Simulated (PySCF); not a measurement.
**How the numerical set-up moves the result for SBr**

The method stays; parts of the set-up, such as the basis or the Hamiltonian, are changed.

Computed with PySCF 2.14.0. Level: each script names its method and basis.

1 further run of the same task is left out (it didn't finish).

## (1) Where the work starts

SBr: 2 atoms, charge 0, spin multiplicity 2.

Bond lengths: S1–Br2 1.890 Å.

## (2) The run that the others are compared with

Input file input.py:

```python
from pyscf import gto, scf, mp

mol = gto.M(
    atom='S 0 0 0; Br 0 0 1.89',
    basis='cc-pvdz',
    charge=0,
    spin=1,
    verbose=4,
)
mf = scf.UHF(mol)
mf.kernel()
mp.MP2(mf, frozen=14).kernel()
mf.dip_moment()
print('orbital energies (hartree):', [e[max(0, n-3):n+3].round(4) for e, n in zip(mf.mo_energy, mol.nelec)])
```

Started as:

```
python input.py
```

Its log is not repeated here.

In short: E(SCF) = -2969.854606 Eh, 11 cycles, E(MP2) − E(SCF) = -0.23478 Eh, ⟨S²⟩ = 0.762, μ = 0.54 D (of the SCF density).

The bond length is a typed value, not an optimised one.

## (3) Density fitting auto

Variant 1 changes density fitting: none → auto.

Input file input.py:

```python
from pyscf import gto, scf, mp

mol = gto.M(
    atom='S 0 0 0; Br 0 0 1.89',
    basis='cc-pvdz',
    charge=0,
    spin=1,
    verbose=4,
)
mf = scf.UHF(mol)
mf = mf.density_fit()
mf.kernel()
mp.MP2(mf, frozen=14).kernel()
mf.dip_moment()
print('orbital energies (hartree):', [e[max(0, n-3):n+3].round(4) for e, n in zip(mf.mo_energy, mol.nelec)])
```

Started as:

```
python input.py
```

## (4) Cartesian functions on

Variant 2 changes Cartesian functions: off → on.

Edit input.py of step 2 so:

```diff
@@ -7,2 +7,3 @@
     spin=1,
+    cart=True,
     verbose=4,
```

## (5) Ano-rcc-vdzp (X2C on)

Variant 3 changes basis set: cc-pvdz → ano-rcc-vdzp; spin-free X2C: off → on.

Edit input.py of step 2 so:

```diff
@@ -4,3 +4,3 @@
     atom='S 0 0 0; Br 0 0 1.89',
-    basis='cc-pvdz',
+    basis='ano-rcc-vdzp',
     charge=0,
@@ -10,2 +10,3 @@
 mf = scf.UHF(mol)
+mf = mf.sfx2c1e()
 mf.kernel()
```

## (6) Crenbl (core potential on)

Variant 4 changes basis set: cc-pvdz → crenbl; core potential: off → on; frozen orbitals: 14 → none. The core potential changes with it: totals don't compare.

Edit input.py of step 2 so:

```diff
@@ -4,3 +4,4 @@
     atom='S 0 0 0; Br 0 0 1.89',
-    basis='cc-pvdz',
+    basis='crenbl',
+    ecp={'S': 'crenbl', 'Br': 'crenbl'},
     charge=0,
@@ -11,3 +12,3 @@
 mf.kernel()
-mp.MP2(mf, frozen=14).kernel()
+mp.MP2(mf).kernel()
 mf.dip_moment()
```

Before running it: what results should come out? Wanted: for each run, E(SCF); from base; gap, α spin; SCF dipole; after the SCF.

As calculated:

| run | E(SCF) (hartree) | from base (eV) | cycles | gap, α spin (eV) | SCF dipole (D) | functions | after the SCF |
| --- | --- | --- | --- | --- | --- | --- | --- |
| base | -2969.854606 | 0 | 11 | 13.34 | 0.54 | 45 | MP2 correlation -6.389 eV, core frozen |
| density fitting auto | -2969.179902 | +18.3596 | 11 | 13.36 | 0.52 | 45 | MP2 correlation -6.417 eV, core frozen |
| Cartesian functions on | -2969.856425 | -0.0495 | 11 | 13.36 | 0.53 | 48 | MP2 correlation -6.488 eV, core frozen |
| ano-rcc-vdzp (X2C on) | -3003.018579 | not comparable | 11 | 12.44 | 0.61 | 45 | MP2 correlation -6.525 eV, core frozen |
| crenbl (core potential on) | -162.911382 | not comparable | 12 | 13.20 | 0.43 | 48 | MP2 correlation -8.910 eV |

Of the runs whose energies can be compared, “density fitting auto” moves the SCF energy most (+18.360 eV).
